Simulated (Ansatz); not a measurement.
# One shape, several levels: SnH3 (SMILES [SnH3])

Aim: a comparison of 6 runs (UHF/STO-3G, U-revPBE/STO-3G, UCAM-B3LYP/STO-3G, UPBE0/STO-3G, USVWN5/STO-3G, UCCSDT(Q)/STO-3G) of SnH3. 

The calculation is run with Ansatz 0.2.0.

34 further runs of the same task are left out: 3 that didn't finish, 31 set aside as unsound or not needed.

## 1. The molecule

SnH3 has 4 atoms, charge 0, and is taken as a doublet. SMILES: `[SnH3]`. The H2–Sn1 distance was set to 3.430 Å, away from the relaxed value. At this shape a bond of the SMILES string is far longer than usual.

Bond lengths: Sn1–H3 1.715 Å, Sn1–H4 1.715 Å. Angles: H3–Sn1–H4 109.6°.

## 2. The energy at UHF/STO-3G (run 1)

input.yaml reads:

```yaml
crystal:
  periodic: [false, false, false]
  atoms:
    - {symbol: Sn, position_ang: [-0.494796, -0.434199, -1.785092]}
    - {symbol: H, position_ang: [1.055200, 0.011000, 1.241700]}
    - {symbol: H, position_ang: [-1.899996, -1.394799, -1.577392]}
    - {symbol: H, position_ang: [-0.929896, 1.089901, -2.439692]}
basis:
  gaussian:
    orbitals: STO-3G
magnetization:
  spin_polarized: true
  initial_magnetization: 1
accuracy: high
hamiltonian:
  xc: hf
```

On the command line:

```
$ ansatz run input.yaml --threads 1 --pin off --max-ram 2610MiB --events-out events.jsonl --progress --plain --runs-dir runs
```

What it wrote:

```text
Warning: RAYON_NUM_THREADS=1 ignored (pool sized by the plan → 1); use --threads N
Functional definition: HF
  name "HF"
  exchange = exact_x
  correlation = 0
514 factors; integrals over basis functions are off by at most 4.9e-9 eV
mean field evaluation 1: about -162305.0369 eV, gradient 8.6e0 eV
mean field evaluation 2: about -162305.0405 eV, gradient 8.6e0 eV
mean field evaluation 4: about -162309.1828 eV, gradient 5.9e0 eV
mean field evaluation 8: about -162309.3201 eV, gradient 6.5e0 eV
mean field evaluation 16: about -162311.6947 eV, gradient 2.0e-8 eV
mean field evaluation 32: about -162311.8023 eV, gradient 1.4e-4 eV
mean field evaluation 64: about -162310.5417 eV, gradient 9.4e-2 eV
mean field -162311.80230165 eV, -5964.8487156946 hartree, gradient 1.6e-8 eV, S^2 1.288412; 3 other end points of the search recorded, 0 dependent functions left out
reference -162311.80230165 eV, -5964.8487156946 hartree; 27, 26 occupied and 3, 4 virtual orbitals, 514 factors
Total energy: -162311.80230165 eV, -5964.8487156946 hartree
```

Run time: 1.4 s. Hardware: 1 thread of Arm Neoverse V1, shared host.

## 3. The energy at U-revPBE/STO-3G (run 2)

molecule.yaml reads:

```yaml
crystal:
  periodic: [false, false, false]
  atoms:
    - {symbol: Sn, position_ang: [-0.494796, -0.434199, -1.785092]}
    - {symbol: H, position_ang: [1.055200, 0.011000, 1.241700]}
    - {symbol: H, position_ang: [-1.899996, -1.394799, -1.577392]}
    - {symbol: H, position_ang: [-0.929896, 1.089901, -2.439692]}
basis:
  gaussian: {orbitals: STO-3G}
magnetization: {spin_polarized: true, initial_magnetization: 1}
hamiltonian: {xc: {name: revPBE}}
accuracy: high
```

On the command line:

```
$ ansatz run molecule.yaml --threads 1 --pin off --max-ram 2610MiB --events-out events.jsonl --progress --plain --runs-dir runs
```

What it wrote:

```text
Warning: RAYON_NUM_THREADS=1 ignored (pool sized by the plan → 1); use --threads N
Functional definition: revPBE
  name "revPBE"
  parameter kappa = 1.245
  parameter beta = 0.06672455060314922
  exchange = pbe_x(kappa = kappa, mu = beta*pi^2/3)
  correlation = pbe_c(beta = beta)
514 factors; integrals over basis functions are off by at most 4.9e-9 eV
mean field evaluation 1: about -162350.9810 eV, gradient 1.2e1 eV
mean field evaluation 2: about -162344.4040 eV, gradient 1.0e1 eV
mean field evaluation 4: about -162352.0237 eV, gradient 1.3e1 eV
mean field evaluation 8: about -162355.2965 eV, gradient 1.0e1 eV
mean field evaluation 16: about -162358.2547 eV, gradient 1.1e-3 eV
mean field evaluation 32: about -162358.1413 eV, gradient 4.3e-6 eV
mean field -162358.25471986 eV, -5966.5558105773 hartree, gradient 9.8e-9 eV, S^2 1.096991; 5 other end points of the search recorded, 0 dependent functions left out
reference -162358.25472238 eV, -5966.5558106700 hartree; 27, 26 occupied and 3, 4 virtual orbitals, 514 factors
Total energy: -162358.25472238 eV, -5966.5558106700 hartree
```

Run time: 6 s. Hardware: 1 thread of Arm Neoverse V1, shared host; peak memory 0.12 GiB.

Runs 3 to 4 aren't shown in full; the table further down has their settings and results.

## 4. The energy at USVWN5/STO-3G (run 5)

run.yaml reads:

```yaml
crystal:
  periodic: [false, false, false]
  atoms:
    - {symbol: Sn, position_ang: [-0.494796, -0.434199, -1.785092]}
    - {symbol: H, position_ang: [1.055200, 0.011000, 1.241700]}
    - {symbol: H, position_ang: [-1.899996, -1.394799, -1.577392]}
    - {symbol: H, position_ang: [-0.929896, 1.089901, -2.439692]}
basis:
  gaussian: {orbitals: STO-3G}
hamiltonian: {xc: {name: SVWN5}}
accuracy: high
magnetization: {spin_polarized: true, initial_magnetization: 1}
```

On the command line:

```
$ ansatz run run.yaml --threads 1 --pin off --max-ram 2610MiB --events-out events.jsonl --progress --plain --runs-dir runs
```

What it wrote:

```text
Warning: RAYON_NUM_THREADS=1 ignored (pool sized by the plan → 1); use --threads N
Functional definition: SVWN5
  name "SVWN5"
  exchange = slater_x
  correlation = vwn5_c
514 factors; integrals over basis functions are off by at most 4.9e-9 eV
mean field evaluation 1: about -162203.6414 eV, gradient 1.4e1 eV
mean field evaluation 2: about -162196.9439 eV, gradient 9.9e0 eV
mean field evaluation 4: about -162208.4555 eV, gradient 6.6e0 eV
mean field evaluation 8: about -162208.4569 eV, gradient 6.6e0 eV
mean field evaluation 16: about -162209.5925 eV, gradient 1.8e-4 eV
mean field evaluation 32: about -162209.4695 eV, gradient 1.1e-1 eV
mean field -162209.59248461 eV, -5961.0925741985 hartree, gradient 1.4e-8 eV, S^2 1.020259; 3 other end points of the search recorded, 0 dependent functions left out
reference -162209.59248644 eV, -5961.0925742657 hartree; 27, 26 occupied and 3, 4 virtual orbitals, 514 factors
Total energy: -162209.59248644 eV, -5961.0925742657 hartree
```

Wall time 2.7 s (1 thread of Arm Neoverse V1, shared host); peak memory 0.11 GiB.

## 5. The energy at UCCSDT(Q)/STO-3G (run 6)

molecule.yaml reads:

```yaml
crystal:
  periodic: [false, false, false]
  atoms:
    - symbol: Sn
      position_ang: [-0.494796, -0.434199, -1.785092]
    - symbol: H
      position_ang: [1.055200, 0.011000, 1.241700]
    - symbol: H
      position_ang: [-1.899996, -1.394799, -1.577392]
    - symbol: H
      position_ang: [-0.929896, 1.089901, -2.439692]
basis:
  gaussian:
    orbitals: STO-3G
magnetization:
  spin_polarized: true
  initial_magnetization: 1
correlation:
  method: ccsdt_q
  frozen_orbitals: {H: 0, Sn: 18}
accuracy: high
scf:
  omitted_lower_state_checks: [cluster_reference, increment]
```

On the command line:

```
$ ansatz run molecule.yaml --threads 1 --pin off --max-ram 2610MiB --events-out events.jsonl --progress --plain --runs-dir runs
```

What it wrote, shortened:

```text
Warning: RAYON_NUM_THREADS=1 ignored (pool sized by the plan → 1); use --threads N
[... 2 set-up lines as earlier in the session ...]
[...]
514 factors; integrals over basis functions are off by at most 4.9e-9 eV
[...]
mean field -162311.80230165 eV, -5964.8487156946 hartree, gradient 1.9e-8 eV, S^2 1.288412; 7 other end points of the search recorded, 0 dependent functions left out
18 core orbitals not correlated: weight in the atoms' cores, before any rotation towards them, 1.000 or more for the frozen orbitals, at most 0.000 for the correlated occupied ones
reference -162311.80230165 eV, -5964.8487156946 hartree; 9, 8 occupied and 3, 4 virtual orbitals, 514 factors
second order -0.66536339 eV of doubles, -0.00000000 eV of singles
cycle   1  -0.89973798 eV  change   -2.3e-1 eV  update   4.8e-2
[...]
cycle  42  -1.12767378 eV  change  -5.5e-10 eV  update  5.3e-10
perturbative correction -0.00180782 eV, -0.0000664360 hartree
Total energy: -162312.93178324 eV, -5964.8902233776 hartree
Checks for a lower state left out: cluster_reference, increment
```

It took 2.2 s on 1 thread of Arm Neoverse V1, shared host; peak memory 0.11 GiB.

## 6. The series

| run | level | frozen core orbitals | energy (Eh) | ⟨S²⟩ | wall time |
| --- | --- | --- | --- | --- | --- |
| 1 | UHF/STO-3G | – | -5964.848716 | 1.288 | 1.4 s |
| 2 | U-revPBE/STO-3G | – | -5966.555811 | 1.097 | 6 s |
| 3 | UCAM-B3LYP/STO-3G | – | -5967.078747 | 1.107 | 9 s |
| 4 | UPBE0/STO-3G | – | -5966.615526 | 1.140 | 5.7 s |
| 5 | USVWN5/STO-3G | – | -5961.092574 | 1.020 | 2.7 s |
| 6 | UCCSDT(Q)/STO-3G | 18 | -5964.890223 | 1.288 | 2.2 s |

## 7. Summary of results

| quantity | value |
| --- | --- |
| run 6: total energy | -5964.89022 Eh |
| run 6: correlation energy (18 core orbitals frozen) | -41.5 mEh |
| run 6: ⟨S²⟩ of the reference determinant | 1.288 |
| run 6: T1 diagnostic | 0.045 |

In words: Totals of different functionals can't be ranked against each other. In runs 1, 2, 3, 4, 5, 6 the basis is minimal, so the values are rough. In runs 1, 2, 3, 4, 5, 6 relativity is left out where basis or elements ask for it. Spin contamination of the reference: run 6 ⟨S²⟩ = 1.29, run 1 ⟨S²⟩ = 1.29, run 4 ⟨S²⟩ = 1.14, run 3 ⟨S²⟩ = 1.11, run 2 ⟨S²⟩ = 1.10, run 5 ⟨S²⟩ = 1.02. All runs together took 27 s, the longest 9 s.
